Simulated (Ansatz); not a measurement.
# K-Cs mixtures: scan of ordered alloys across composition from a Python script

Wanted for K-Cs mixtures: a scan of ordered alloys across composition.

All numbers are computed with the Python package of Ansatz 0.2.0. Level of theory: DFT PBEsol, plane waves, PAW.

## Step 1: The system

K Im-3m: The structure is cubic, space group Im-3m (No. 229). The conventional cell has a = 5.220 Å, b = 5.220 Å, c = 5.220 Å, α = 90.00°, β = 90.00°, γ = 90.00°.

CsK Pm-3m: The structure is cubic, space group Pm-3m (No. 221). The conventional cell has a = 5.645 Å, b = 5.645 Å, c = 5.645 Å, α = 90.00°, β = 90.00°, γ = 90.00°.

Cs Im-3m: Symmetry: Im-3m, No. 229, cubic system. The conventional cell has a = 6.070 Å, b = 6.070 Å, c = 6.070 Å, α = 90.00°, β = 90.00°, γ = 90.00°.

No structure file is read: the coordinates are typed or built in the script.

## Step 2: Script

alloy.py

```python
from collections import Counter
import warnings

import ansatz as az
import numpy as np


def bcc(a_site, a):
    return (
        az.Lattice.bcc(a)
        .space_group(229)
        .atom(a_site, (0, 0, 0))
        .primitive()
    )

A_FIRST, A_LAST = 5.22, 6.07


def compute(name, crystal):
    calc = (
        crystal.calculation()
        .functional("PBEsol")
        .basis(520)
        .kpoints(spacing=0.15)
        .occupations("fermi_dirac", width=0.05)
        .band_table()
    )
    calc = calc.relax(force_tolerance=0.02, max_steps=40, cell=True)
    return calc.run(threads=1, pin="off")

def relaxed_twice(name, crystal):
    # the second pass draws mesh and plane waves anew for the relaxed cell
    first = compute(name, crystal)
    again = az.Crystal(lattice=az.Lattice.of(first.lattice.cell_ang))
    for site in first.report["lattice"]["sites"]:
        again = again.atom(site["symbol"], site["position_frac"])
    return compute(name, again)


def volume_per_atom(outcome):
    return abs(np.linalg.det(outcome.lattice.cell_ang)) / len(outcome.lattice.sites)


def counts(outcome):
    return Counter(site.symbol for site in outcome.lattice.sites)

warnings.simplefilter("ignore", az.DeckWarning)

phases = {}
for k in range(2 + 1):
    a = A_FIRST + (A_LAST - A_FIRST) * k / 2
    cell = bcc("K", a).conventional().resolved()
    sites = [site.position for site in cell.sites if site.symbol == "K"]
    for position in sites[:k]:
        cell = cell.substitution("Cs", at=position, replaces="K")
    phases[f"K{2 - k}Cs{k}"] = cell.resolved()

done = {name: relaxed_twice(name, crystal) for name, crystal in phases.items()}

# x is the share of the second element on the mixed sites; both end members stand on this same lattice
x = {name: counts(o)["Cs"] / (counts(o)["K"] + counts(o)["Cs"]) for name, o in done.items()}
first, last = min(x, key=x.get), max(x, key=x.get)
energy = {name: o.report["energy_sigma0_ev"] / len(o.lattice.sites) for name, o in done.items()}
volume = {name: volume_per_atom(o) for name, o in done.items()}
rows = []
for name in sorted(done, key=x.get):
    line = lambda table: (1 - x[name]) * table[first] + x[name] * table[last]
    rows.append((name, x[name], 1000 * (energy[name] - line(energy)), volume[name], 100 * (volume[name] / line(volume) - 1)))
print("| cell | x(Cs) | E_mix (meV/atom) | V (A^3/atom) | excess V (%) |")
print("| --- | --- | --- | --- | --- |")
for row in rows:
    print(f"| {row[0]} | {row[1]:.3f} | {row[2]:+.1f} | {row[3]:.3f} | {row[4]:+.2f} |")
```

## Step 3: The calls as engine input

The engine receives this input (first run):

```yaml
crystal:
  lattice:
    - [5.22, 0.0, 0.0]
    - [3.196328145774592e-16, 5.22, 0.0]
    - [3.196328145774592e-16, 3.196328145774592e-16, 5.22]
  atoms:
    - { symbol: K, position: [0.0, 0.0, 0.0] }
    - { symbol: K, position: [0.5, 0.5, 0.5] }
basis:
  ecutwfc: 520.0
kpoints:
  mp_grid:
    kspacing: 0.15
hamiltonian:
  xc: pbesol
scf:
  occupations:
    method: fermi_dirac
    width: 0.05
relax:
  f_tol: 0.02
  max_steps: 40
  cell: {}
output:
  eigenvalues: true
```

## Step 4: Running it

Launch:

```sh
python alloy.py
```

**Question.** Do these ordered cells favour mixing or separation, and does the volume follow a straight line between the end members?

The runs gave:

```
                               quantity       value
                          runs compared           6
energy of CsK (run 3) from the elements  2 meV/atom
energy of CsK (run 4) from the elements  2 meV/atom
```

Mixing energies: +2 meV an atom at x(K) = 0.50 (volume +0.0 % off the straight line). Values this small can change sign on a finer mesh. Run 4: After 0 moves the largest shift is 0.000 Å. The start was already close to the minimum. In run 5, over 2 moves the cell shrank by 2.7 % in volume, and the space group stayed Im-3m. These are small ordered cells, with both end members on the same lattice, which need not be their own; they aren't random solutions. Differences under 10 to 15 meV an atom lie within the error of mesh and functional. The cells are prototypes set up for this calculation and needn't exist.
